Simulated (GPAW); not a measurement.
Runs of GPAW 26.7.0 on CoW3. The structure is cubic, space group Pm-3m (No. 221). The conventional cell has a = 3.907 Å, b = 3.907 Å, c = 3.907 Å, α = 90.00°, β = 90.00°, γ = 90.00°. W (site symmetry 4/mmm) has 8 W at 2.76 Å and 4 Co at 2.76 Å as nearest neighbours. Around Co (site symmetry m-3m) lie 12 W at 2.76 Å. The cell comes from a database or a generator and needn't be the stable form of this composition.

```tsv
task	level	potentials or basis	cell	k mesh	optimizer	fmax	max steps	convergence	band path	gap on the mesh (eV)	pressure (GPa)	moment (μB)	V0 of scaled cells (Å³/atom)	relaxed volume (Å³/atom)	B0 (GPa)
relaxation of cell and atoms	PBEsol	PAW data sets generated in the run's folder for this functional, pw	relaxed	5 × 5 × 5	BFGS	0.02 eV/Å	60	density=1e-05 forces=0.0001	-	none	0.0	0.93	-	14.36	-
relaxation of cell and atoms	PBEsol+D4	PAW data sets generated in the run's folder for this functional, pw	relaxed	5 × 5 × 5	BFGS	0.02 eV/Å	60	density=1e-05 forces=0.0001	-	none	0.0	0.88	-	(c)	-
equation of state	PBE	GPAW PAW data sets (gpaw-data 1.2.1), pw	as given	6 × 6 × 6	-	-	-	-	-	-	-	-	(a)	-	(d)
equation of state	PBEsol	PAW data sets generated in the run's folder for this functional, pw	as given	7 × 7 × 7	-	-	-	-	-	-	-	-	14.36	-	301
band structure	PBEsol	PAW data sets generated in the run's folder for this functional, pw	as given	6 × 6 × 6	-	-	-	-	GXMGRX,MR	-	(b)	0.33	-	-	-
relaxation of cell and atoms	PBEsol+D3	PAW data sets generated in the run's folder for this functional, pw	relaxed	5 × 5 × 5	BFGS	0.02 eV/Å	60	density=1e-05 forces=0.0001	-	none	-0.1	0.85	-	14.05	-
band structure	LDA	the program's PAW data sets (release 1.2.1) made for this functional, pw	as given	6 × 6 × 6	-	-	-	-	GXMGRX,MR	-	-17.0	0.08	-	-	-
relaxation of cell and atoms	PBEsol+D3(BJ)+ATM	PAW data sets generated in the run's folder for this functional, pw	relaxed	5 × 5 × 5	BFGS	0.02 eV/Å	60	density=1e-05 forces=0.0001	-	none	-0.1	0.85	-	14.08	-
```

Alike in all rows: spin collinear, ferromagnetic start; cutoff (eV) 600; smearing fermi-dirac 0.05 eV.

Question: Estimate the missing entries.

Answer: (a) 14.82; (b) -10.7; (c) 14.18; (d) 278.

Caveats: each step starts from the last one's moments, so a moment once lost doesn't come back (some runs); later steps reuse the first step's grids (some runs); pairwise dispersion overbinds metals, which lowers pressure and volume (some runs).

A k mesh can miss the band edges, and the runs leave out spin-orbit coupling on W.

A gap of «none» marks a metal or a gap under the smearing width.

Not every run made on this cell is shown here.
